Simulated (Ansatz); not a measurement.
# CH₇BGeO₂: a ladder of functionals and wavefunction methods

The task here is to estimate one member of a computed series from the others.

Program: Ansatz 0.2.0, Gaussian basis. Level of theory: functionals in def2-TZVPP, the program's frozen cores in correlated methods. These are calculated values, not measurements.

The runs, in order: PBE-D4, r2SCAN-D4, PBE0-D4, B3LYP-D4, ωB97X-V, ωB97M-V, B2PLYP; CCSD(T)/def2-TZVPP; MP2/def2-QZVPP; extrapolation to the limit.

## Structure used throughout

An earlier PBE0-D4 in a triple-zeta def2 set relaxation fixed the geometry.

12 atoms, charge 0, spin multiplicity 1.

Atoms are counted from 1 here; the program's logs count them from 0.

Bond lengths: O1–B2 1.350 Å, O1–H6 0.962 Å, B2–Ge3 2.075 Å, B2–H7 1.204 Å, Ge3–C4 1.981 Å, Ge3–H8 1.550 Å, Ge3–H9 1.543 Å, C4–O5 1.416 Å, C4–H10 1.092 Å, C4–H11 1.098 Å, O5–H12 0.960 Å. Angles: B2–O1–H6 113.8°, O1–B2–Ge3 117.9°, O1–B2–H7 119.5°, Ge3–B2–H7 122.5°, B2–Ge3–C4 114.3°, B2–Ge3–H8 109.8°, B2–Ge3–H9 110.9°, C4–Ge3–H8 106.5°, C4–Ge3–H9 109.0°, H8–Ge3–H9 105.8°, Ge3–C4–O5 113.6°, Ge3–C4–H10 108.7°, Ge3–C4–H11 109.3°, O5–C4–H10 106.5°, O5–C4–H11 111.7°, H10–C4–H11 106.8°, C4–O5–H12 108.5°.

Set-up of the first run:

in.yaml reads:

```yaml
crystal:
  periodic: [false, false, false]
  atoms:
    - {symbol: O, position_ang: [1.088318, 1.630356, 1.454821]}
    - {symbol: B, position_ang: [-0.029753, 1.797189, 0.716500]}
    - {symbol: Ge, position_ang: [-0.657888, 0.212880, -0.466849]}
    - {symbol: C, position_ang: [0.513169, -1.383254, -0.383494]}
    - {symbol: O, position_ang: [0.020840, -2.487148, -1.121375]}
    - {symbol: H, position_ang: [1.325208, 2.400821, 1.980250]}
    - {symbol: H, position_ang: [-0.622366, 2.844443, 0.764509]}
    - {symbol: H, position_ang: [-2.067494, -0.250202, -0.017686]}
    - {symbol: H, position_ang: [-0.808696, 0.650636, -1.939155]}
    - {symbol: H, position_ang: [1.482335, -1.129015, -0.816668]}
    - {symbol: H, position_ang: [0.694185, -1.645251, 0.667116]}
    - {symbol: H, position_ang: [-0.860860, -2.696557, -0.803970]}
basis:
  gaussian: {orbitals: def2-TZVPP}
hamiltonian: {xc: pbe, dispersion: d4}
output: {forces: true, orbitals: {seedname: orbitals}}
```

Run with:

```bash
ansatz run in.yaml --threads 4 --pin off --events-out ev --progress --plain --max-ram 10444MiB
```

Steps of the session up to this table: PBE-D4 (GGA); r2SCAN-D4 (meta-GGA); PBE0-D4 (hybrid); B3LYP-D4 (hybrid); ωB97X-V (range-separated); ωB97M-V (range-separated); B2PLYP (double hybrid); CCSD(T) in def2-TZVPP; MP2 in def2-QZVPP.

One of the session's tables, all rows but one given; the rest of the session is left out.

```
            method  atomisation energy (kJ/mol)
            PBE-D4                       4284.4
         r2SCAN-D4                       4231.0
           PBE0-D4                       4201.9
          B3LYP-D4                       4204.7
           ωB97X-V                       4226.5
           ωB97M-V                       4217.2
            B2PLYP                       4168.4
     HF/def2-TZVPP                       3025.7
    MP2/def2-TZVPP                       4186.7
   CCSD/def2-TZVPP                       4063.5
CCSD(T)/def2-TZVPP                            ?
           MP2/CBS                       4286.7
       CCSD(T)/CBS                       4225.0
```

**Question.** Estimate the row for CCSD(T)/def2-TZVPP.

**Answer.** atomisation energy (kJ/mol): 4125.0. In the column «atomisation energy (kJ/mol)» it lies between CCSD/def2-TZVPP (4063.5) and B2PLYP (4168.4).

Limits of these values: Free atoms (2 O, 1 B, 1 Ge, 1 C, 7 H) were run apart at each level; the atomisation energy is their sum less the molecule, without zero-point or spin-orbit terms.
